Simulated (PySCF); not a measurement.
# C₆H₄F₂: NMR shifts and electronic excitations in gas and solvents

Aim: compute the NMR shifts and electronic excitations of C₆H₄F₂ (`C#CC1=C[C@H]1C(F)F`), and see what a dielectric continuum does where one was used.

Computed with PySCF 2.14.0, with density-fitted response routines of our own, on a single molecule, in the gas phase or a continuum. Atoms count from 0, in the outputs and in this text.

### 1 The starting structure

12 atoms, charge 0, multiplicity 1; geometry from: GFN2-xTB.

Bonds of the start (Å): C0–C1 1.20, C1–C2 1.37, C2–C3 1.31, C3–C4 1.50, C4–C5 1.51, C5–F6 1.36, C5–F7 1.36, C4–C2 1.51, C0–H8 1.05, C3–H9 1.06, C4–H10 1.09, C5–H11 1.10.

### 2 Geometry optimisation at PBE0-D3(BJ)/def2-SVP

The job: settings as JSON, then the geometry in Å.

```
{"job": {"xc": "PBE0", "basis": "def2-SVP", "d3": "d3bj", "grid": 1, "kind": "geom"}, "charge": 0, "multiplicity": 1}
C      2.764442     1.082270    -0.786035
C      1.647653     0.967563    -0.351249
C      0.380941     0.788404     0.152691
C     -0.811868     1.193928     0.502628
C     -0.546972    -0.261962     0.723424
C     -1.160327    -1.282066    -0.200423
F     -0.423474    -2.422858    -0.231817
F     -2.393890    -1.657867     0.234813
H      3.734019     1.204129    -1.166792
H     -1.537996     1.959424     0.607894
H     -0.383646    -0.649359     1.725282
H     -1.267684    -0.922291    -1.236443
```

On the command line:

```bash
$ OMP_NUM_THREADS=1 python probes_run.py task.json out
```

This one command runs all jobs of the session in turn.

Standard output:

```text
step   0  E = -429.79013137  max force = 0.020223
step   1  E = -429.79185032  max force = 0.006174
step   2  E = -429.79219603  max force = 0.004107
step   3  E = -429.79230619  max force = 0.001972
step   4  E = -429.79234456  max force = 0.001219
step   5  E = -429.79236072  max force = 0.001171
step   6  E = -429.79237371  max force = 0.000665
step   7  E = -429.79238135  max force = 0.000552
step   8  E = -429.79238521  max force = 0.000482
step   9  E = -429.79239108  max force = 0.000810
step  10  E = -429.79239949  max force = 0.001152
step  11  E = -429.79241143  max force = 0.001174
step  12  E = -429.79242466  max force = 0.000798
step  13  E = -429.79243605  max force = 0.000580
step  14  E = -429.79244405  max force = 0.000505
step  15  E = -429.79244987  max force = 0.000535
step  16  E = -429.79245202  max force = 0.000556
step  17  E = -429.79244958  max force = 0.000380
step  18  E = -429.79244809  max force = 0.000312
step  19  E = -429.79244710  max force = 0.000280
step  20  E = -429.79244608  max force = 0.000377
optimisation converged
```

Wall time 3.3 min (1 thread of Arm Neoverse N1, shared host); peak memory 0.55 GiB.

Along the way:

```
step  energy from step 0 (eV)  largest force component (eV/Å)
   0                   0.0000                          1.0399
   1                  -0.0468                          0.3175
   2                  -0.0562                          0.2112
   3                  -0.0592                          0.1014
   4                  -0.0602                          0.0627
   5                  -0.0607                          0.0602
   6                  -0.0610                          0.0342
   7                  -0.0612                          0.0284
   8                  -0.0613                          0.0248
   9                  -0.0615                          0.0417
  10                  -0.0617                          0.0592
  11                  -0.0620                          0.0604
  12                  -0.0624                          0.0410
  13                  -0.0627                          0.0298
  14                  -0.0629                          0.0260
  15                  -0.0631                          0.0275
  16                  -0.0631                          0.0286
  17                  -0.0631                          0.0195
  18                  -0.0630                          0.0160
  19                  -0.0630                          0.0144
  20                  -0.0630                          0.0194
```

Distances of close pairs at the start and the end, largest changes first:

```
  bond  before (Å)  after (Å)  change (Å)
 C3–H9       1.060      1.087      +0.026
 C0–H8       1.049      1.075      +0.026
 C1–C2       1.375      1.395      +0.020
C4–H10       1.086      1.103      +0.016
 C0–C1       1.204      1.214      +0.010
 C5–F6       1.358      1.352      -0.007
 C5–F7       1.361      1.355      -0.006
 C3–C4       1.496      1.490      -0.006
```

The end geometry stands in the next job.

```
                         at the end point                value
  point group (found at 0.08 Å tolerance)                   C1
rotational constants (GHz, main isotopes)  4.404, 1.185, 0.968
                        dipole moment (D)                 2.59
```

### 3 Shielding tensors: PBE0/pcSseg-1 in dimethylsulfoxide

The job: settings as JSON, then the geometry in Å.

```
{"job": {"kind": "nmr", "xc": "PBE0", "basis": "pcSseg-1", "solvent": "dimethylsulfoxide", "pop": true}, "charge": 0, "multiplicity": 1}
C      2.513384     1.427330    -1.134943
C      1.451488     1.163810    -0.608028
C      0.244833     0.822313     0.002718
C     -0.970624     1.091558     0.395705
C     -0.469758    -0.260415     0.771890
C     -0.959281    -1.490578     0.064548
F     -0.004128    -2.446910     0.072964
F     -2.038207    -1.998688     0.707118
H      3.452397     1.665976    -1.600292
H     -1.792355     1.798154     0.474091
H     -0.172146    -0.474388     1.811894
H     -1.240986    -1.282786    -0.984306
```

With the program's defaults for keys left out, this is: GIAO PBE0/pcSseg-1 NMR shielding, non-relativistic, IEF-PCM dimethylsulfoxide.

Standard output:

```text
coarse grid: 11168 points
cycle   1  E = -429.9315813769  dE =  1.376e+00  |g| = 6.710e-01  |ddm| = 3.403e+00
cycle   2  E = -429.8883862811  dE =  4.320e-02  |g| = 8.866e-01  |ddm| = 1.054e+00
cycle   3  E = -430.0082576660  dE = -1.199e-01  |g| = 7.112e-02  |ddm| = 6.201e-01
cycle   4  E = -430.0090695582  dE = -8.119e-04  |g| = 3.373e-02  |ddm| = 9.369e-02
cycle   5  E = -430.0092880772  dE = -2.185e-04  |g| = 1.638e-02  |ddm| = 3.561e-02
cycle   6  E = -430.0093508274  dE = -6.275e-05  |g| = 3.811e-03  |ddm| = 1.572e-02
cycle   7  E = -430.0093539866  dE = -3.159e-06  |g| = 1.019e-03  |ddm| = 4.642e-03
final grid: 111944 points
cycle   8  E = -430.0717985140  dE = -3.578e-05  |g| = 6.420e-03  |ddm| = 7.242e-02
cycle   9  E = -430.0717936140  dE =  4.900e-06  |g| = 8.538e-03  |ddm| = 1.530e-02
cycle  10  E = -430.0718074507  dE = -1.384e-05  |g| = 9.331e-04  |ddm| = 8.035e-03
cycle  11  E = -430.0718076388  dE = -1.881e-07  |g| = 2.920e-04  |ddm| = 1.214e-03
cycle  12  E = -430.0718076552  dE = -1.639e-08  |g| = 1.525e-04  |ddm| = 4.307e-04
cycle  13  E = -430.0718076600  dE = -4.869e-09  |g| = 3.189e-05  |ddm| = 1.448e-04
cycle  14  E = -430.0718076602  dE = -1.971e-10  |g| = 1.480e-05  |ddm| = 3.340e-05
converged SCF energy = -430.0718076602

GIAO shielding tensors (ppm)
atom      isotropic    diamagn.    paramagn.     s11        s22        s33       span
  0 C       77.532     259.312    -181.781     24.511     27.465    180.619    156.108
  1 C      110.670     246.647    -135.977     11.015     17.170    303.826    292.811
  2 C       74.117     252.486    -178.369    -61.478    107.547    176.281    237.759
  3 C       61.396     253.405    -192.009    -79.211     86.544    176.855    256.065
  4 C      156.733     245.923     -89.190    110.175    132.355    227.670    117.495
  5 C       58.735     242.153    -183.417     45.895     60.869     69.442     23.547
  6 F      310.111     472.140    -162.029    204.851    339.546    385.936    181.085
  7 F      311.392     469.363    -157.971    207.475    341.656    385.044    177.569
  8 H       26.640      32.348      -5.708     23.080     23.415     33.425     10.345
  9 H       23.642      30.737      -7.095     20.254     23.135     27.536      7.282
 10 H       29.023      28.450       0.572     23.933     27.186     35.949     12.016
 11 H       26.199      26.877      -0.678     24.260     25.757     28.578      4.318
```

Run time: 24 s. Hardware: 1 thread of Arm Neoverse N1, shared host; peak memory 0.8 GiB.

Shifts follow as δ = σ(reference) − σ, with reference shieldings (ppm) from runs at the same level and on the same kind of geometry: 1H TMS 31.24, 13C TMS 185.5, 19F CFCl3 180.6. The references are single molecules in the same continuum, so shifts against H2O, NH3, PH3, H3PO4 or CFCl3 are not on the usual liquid scales and can be off by tens of ppm.

```
atoms                               environment  σ (ppm)  δ (ppm)
   C5                      sp3 CH bonded to 2 F     58.7    126.7
   C3                                 alkene CH     61.4    124.1
   C2           fully substituted alkene carbon     74.1    111.4
   C0                    terminal alkyne carbon     77.5    108.0
   C1                             alkyne carbon    110.7     74.8
   C4                three-membered-ring carbon    156.7     28.7
   H9                  hydrogen on an alkene CH    23.64     7.60
  H11       hydrogen on an sp3 CH bonded to 2 F    26.20     5.04
   H8      hydrogen on a terminal alkyne carbon    26.64     4.60
  H10  hydrogen on a three-membered-ring carbon    29.02     2.22
   F6                   fluorine of a CF2 group    310.1   -129.6
   F7                   fluorine of a CF2 group    311.4   -130.8
```

Charges from the same density, by scheme (e):

```
atoms  Mulliken    IAO  Hirshfeld  ESP fit
   C0     -0.44  -0.20      -0.08    -0.35
   C1      0.34  -0.05      -0.06    -0.09
   C2      0.01  -0.01       0.01     0.15
   C3     -0.09  -0.12      -0.01    -0.28
   C4     -0.25  -0.15      -0.06    -0.13
   C5      0.59   0.43       0.14     0.39
   F6     -0.32  -0.32      -0.12    -0.25
   F7     -0.32  -0.32      -0.12    -0.25
```

Mayer bond orders: C0–C1 2.23, C1–C2 0.94, C2–C3 1.56, C3–C4 0.91, C4–C5 0.99, C5–F6 0.94, C5–F7 0.94, C4–C2 0.89.

Ring of atoms C2, C3, C4: NICS(0) -31.5, NICS(1) -7.5, NICS(1)zz -15.4 ppm (means of both faces).

In rings of three or four atoms NICS is ruled by the nearby σ bonds, so it says little on aromaticity.

### 4 Nuclear shieldings: PBE0/pcSseg-1 in water

Same as in step 3 but for these lines:

```diff
@@ -1,2 +1,2 @@
-{"job": {"kind": "nmr", "xc": "PBE0", "basis": "pcSseg-1", "solvent": "dimethylsulfoxide", "pop": true}, "charge": 0, "multiplicity": 1}
+{"job": {"kind": "nmr", "xc": "PBE0", "basis": "pcSseg-1", "solvent": "water", "pop": false}, "charge": 0, "multiplicity": 1}
 C      2.513384     1.427330    -1.134943
```

Method: GIAO PBE0/pcSseg-1 NMR shielding, non-relativistic, IEF-PCM water.

Standard output:

```text
coarse grid: 11168 points
cycle   1  E = -429.9317539663  dE =  1.376e+00  |g| = 6.709e-01  |ddm| = 3.403e+00
cycle   2  E = -429.8886543144  dE =  4.310e-02  |g| = 8.861e-01  |ddm| = 1.052e+00
cycle   3  E = -430.0083864537  dE = -1.197e-01  |g| = 7.101e-02  |ddm| = 6.189e-01
cycle   4  E = -430.0091966889  dE = -8.102e-04  |g| = 3.360e-02  |ddm| = 9.343e-02
cycle   5  E = -430.0094135996  dE = -2.169e-04  |g| = 1.630e-02  |ddm| = 3.547e-02
cycle   6  E = -430.0094757290  dE = -6.213e-05  |g| = 3.804e-03  |ddm| = 1.566e-02
cycle   7  E = -430.0094788797  dE = -3.151e-06  |g| = 1.011e-03  |ddm| = 4.621e-03
final grid: 111944 points
cycle   8  E = -430.0719228796  dE = -3.580e-05  |g| = 6.415e-03  |ddm| = 7.240e-02
cycle   9  E = -430.0719180330  dE =  4.847e-06  |g| = 8.521e-03  |ddm| = 1.526e-02
cycle  10  E = -430.0719318005  dE = -1.377e-05  |g| = 9.293e-04  |ddm| = 7.997e-03
cycle  11  E = -430.0719319867  dE = -1.862e-07  |g| = 2.893e-04  |ddm| = 1.203e-03
cycle  12  E = -430.0719320027  dE = -1.599e-08  |g| = 1.525e-04  |ddm| = 4.272e-04
cycle  13  E = -430.0719320076  dE = -4.890e-09  |g| = 3.153e-05  |ddm| = 1.447e-04
cycle  14  E = -430.0719320078  dE = -1.918e-10  |g| = 1.476e-05  |ddm| = 3.312e-05
converged SCF energy = -430.0719320078

GIAO shielding tensors (ppm)
atom      isotropic    diamagn.    paramagn.     s11        s22        s33       span
  0 C       77.527     259.292    -181.765     24.462     27.441    180.679    156.218
  1 C      110.670     246.663    -135.994     11.015     17.175    303.819    292.804
  2 C       74.171     252.493    -178.321    -61.418    107.645    176.287    237.705
  3 C       61.347     253.387    -192.040    -79.300     86.469    176.872    256.173
  4 C      156.742     245.937     -89.195    110.184    132.359    227.681    117.497
  5 C       58.731     242.163    -183.432     45.890     60.876     69.426     23.535
  6 F      310.212     472.152    -161.940    204.939    339.621    386.075    181.136
  7 F      311.468     469.372    -157.905    207.526    341.707    385.169    177.643
  8 H       26.633      32.340      -5.707     23.070     23.405     33.425     10.355
  9 H       23.635      30.729      -7.094     20.248     23.124     27.533      7.285
 10 H       29.022      28.450       0.572     23.931     27.185     35.949     12.018
 11 H       26.194      26.872      -0.678     24.256     25.751     28.576      4.320
```

Wall time 22 s (1 thread of Arm Neoverse N1, shared host); peak memory 0.77 GiB.

This run: δ C5 126.8, C3 124.2, C2 111.3, C0 108.0, H9 7.60, H11 5.04 ppm.

(Part 1 of 2 ends here.)
